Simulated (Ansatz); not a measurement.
# GeH₅OSi radical: how energies converge with the basis set

The task here is to estimate one member of a computed series from the others.

Computed with Ansatz 0.2.0, Gaussian basis. Level: one geometry, several basis sets.

Levels to be run: PBE0-D4/def2-SVP; ωB97M-V/def2-SVP; PBE0-D4/def2-QZVPP; ωB97M-V/def2-QZVPP; the functionals' def2-TZVPP values are taken from earlier runs.

## Structure used throughout

An earlier PBE0-D4 in a triple-zeta def2 set relaxation fixed the geometry.

SMILES `[SiH3][O][GeH2]`, 8 atoms, charge 0, spin multiplicity 2.

Atoms are counted from 1 here; the program's logs count them from 0.

Bond lengths: Si1–O2 1.638 Å, Si1–H4 1.487 Å, Si1–H5 1.490 Å, Si1–H6 1.484 Å, O2–Ge3 1.778 Å, Ge3–H7 1.553 Å, Ge3–H8 1.547 Å. Angles: O2–Si1–H4 110.7°, O2–Si1–H5 110.8°, O2–Si1–H6 108.1°, H4–Si1–H5 108.4°, H4–Si1–H6 109.3°, H5–Si1–H6 109.5°, Si1–O2–Ge3 135.0°, O2–Ge3–H7 107.5°, O2–Ge3–H8 104.7°, H7–Ge3–H8 112.4°.

The first run:

in.yaml reads:

```yaml
crystal:
  periodic: [false, false, false]
  atoms:
    - {symbol: Si, position_ang: [-0.641807, 1.076869, -0.417204]}
    - {symbol: O, position_ang: [-0.443449, -0.350860, 0.360579]}
    - {symbol: Ge, position_ang: [0.708830, -1.698828, 0.237356]}
    - {symbol: H, position_ang: [-1.400798, 0.885516, -1.681745]}
    - {symbol: H, position_ang: [0.676877, 1.686326, -0.747613]}
    - {symbol: H, position_ang: [-1.398039, 1.988519, 0.476397]}
    - {symbol: H, position_ang: [2.138520, -1.091494, 0.215287]}
    - {symbol: H, position_ang: [0.451965, -2.553147, 1.501143]}
basis:
  gaussian: {orbitals: def2-SVP}
magnetization: {spin_polarized: true, initial_magnetization: 1}
hamiltonian: {xc: pbe0, dispersion: d4}
output: {orbitals: {seedname: orbitals}}
```

Command:

```bash
$ ansatz run in.yaml --threads 4 --pin off --events-out ev --progress --plain --max-ram 10444MiB
```

Among the steps run: PBE0-D4 in def2-SVP; ωB97M-V in def2-SVP; PBE0-D4 in def2-QZVPP; ωB97M-V in def2-QZVPP.

One table of the session follows, with a row left open; its other results are not shown here.

It belongs to the step «Density functionals: the series». 

| functional | basis | HOMO (eV) | LUMO (eV) |
| --- | --- | --- | --- |
| PBE0-D4 | def2-SVP | ? | ? |
| PBE0-D4 | def2-TZVPP | -6.33 | -2.89 |
| PBE0-D4 | def2-QZVPP | -6.36 | -2.93 |
| ωB97M-V | def2-SVP | -8.27 | -0.99 |
| ωB97M-V | def2-TZVPP | -8.35 | -1.09 |
| ωB97M-V | def2-QZVPP | -8.38 | -1.20 |

Estimate the missing values for PBE0-D4, def2-SVP.

As computed: HOMO (eV): -6.27; LUMO (eV): -2.85. In the column «HOMO (eV)» it is the highest.
